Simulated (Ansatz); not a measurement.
# SiGeH2 (singlet): from Hartree-Fock to the top rungs, cc-pVDZ

How much of the correlation energy of SiGeH2 (singlet) does each wave-function method recover here?

Method: cc-pVDZ, core rule «outside noble gas», up to 19 orbitals frozen; program: Ansatz 0.2.0, Gaussian basis.

Plan: UHF; CCSD(T) on RHF; CCSD(T) on UHF; BCCD(T) on RHF; CISD; CCSDT(Q) on RHF; CCSDT(Q) on UHF; CCSDTQ on RHF; CASSCF and MRCISD+Q, 10 electrons in 10 orbitals; CASSCF and MRCISD+Q(relaxed), 10 electrons in 10 orbitals; CASSCF and NEVPT2, 10 electrons in 10 orbitals.

4 further runs of the same task are left out: 4 set aside as unsound or not needed.

### Step 1. What is computed

The geometry is a PBE0/def2-TZVP stationary point (not a proven minimum). No spin-orbit coupling is included. The filled d shell of Ge may be among the frozen orbitals whatever the setting's name suggests; the logs give the count.

4 atoms, charge 0, spin multiplicity 1.

Atoms are counted from 1 here; the program's logs count them from 0.

Bond lengths: Si1–Ge2 2.167 Å, Si1–H3 1.493 Å, Si1–H4 1.620 Å, Ge2–H4 1.851 Å. Angles: Ge2–Si1–H3 163.0°, Ge2–Si1–H4 56.3°, H3–Si1–H4 106.7°, Si1–Ge2–H4 46.8°, Si1–H4–Ge2 76.9°.

### Step 2. UHF

File in.yaml:

```yaml
crystal:
  periodic: [false, false, false]
  atoms:
    - {symbol: Si, position_ang: [0.000000, 0.074574, 1.524925]}
    - {symbol: Ge, position_ang: [0.000000, -0.006445, -0.640181]}
    - {symbol: H, position_ang: [0.000000, -0.307349, 2.968212]}
    - {symbol: H, position_ang: [0.000000, -1.306134, 0.677331]}
basis:
  gaussian: {orbitals: cc-pVDZ}
magnetization: {spin_polarized: true, initial_magnetization: 0}
hamiltonian: {xc: hf}
output: {orbitals: {seedname: orbitals}}
```

Launch:

```bash
> ansatz run in.yaml --threads 1 --pin off --events-out ev --progress --plain --max-ram 4096MiB --backend cpu
```

After this run come: CCSD(T) on RHF; CCSD(T) on UHF; BCCD(T) on RHF; CISD; CCSDT(Q) on RHF; CCSDT(Q) on UHF; CCSDTQ on RHF; CASSCF and MRCISD+Q, 10 electrons in 10 orbitals; CASSCF and MRCISD+Q(relaxed), 10 electrons in 10 orbitals; CASSCF and NEVPT2, 10 electrons in 10 orbitals.

**Question.** What will the summary of the whole plan be? Wanted: RCCSDTQ below the RHF energy; RMP2 from RCCSDTQ; RCCSD from RCCSDTQ; RCCSD(T) from RCCSDTQ; RCCSDT(Q) from RCCSDTQ; NEVPT2 valence from RCCSDTQ; MRCISD+Q valence from RCCSDTQ; MRCISD+Q(relaxed) valence from RCCSDTQ; T1 diagnostic.

The runs gave:

```
                              quantity                                                           value
          RCCSDTQ below the RHF energy                                                      -6.2415 eV
                     RMP2 from RCCSDTQ                                                   +115.7 kJ/mol
                    RCCSD from RCCSDTQ                                                    +34.7 kJ/mol
                 RCCSD(T) from RCCSDTQ                                                     +5.7 kJ/mol
                RCCSDT(Q) from RCCSDTQ                                                      0.0 kJ/mol
           NEVPT2 valence from RCCSDTQ                                                    +83.1 kJ/mol
         MRCISD+Q valence from RCCSDTQ                                                     +0.2 kJ/mol
MRCISD+Q(relaxed) valence from RCCSDTQ                                                     -2.3 kJ/mol
     levels within 1 kcal/mol (43 meV)  RCCSDT, RCCSDT(Q), MRCISD+Q valence, MRCISD+Q(relaxed) valence
                         T1 diagnostic                                                           0.019
        effectively unpaired electrons                                                            0.12
```

**Reading.** RCCSD(T) lands +5.7 kJ/mol from the yardstick (1.0 % of the correlation energy). One determinant dominates. Of the multireference levels listed MRCISD+Q valence comes nearest in total energy (+0.2 kJ/mol), which doesn't show that its space is the better one. These misses are within one basis, not against nature.
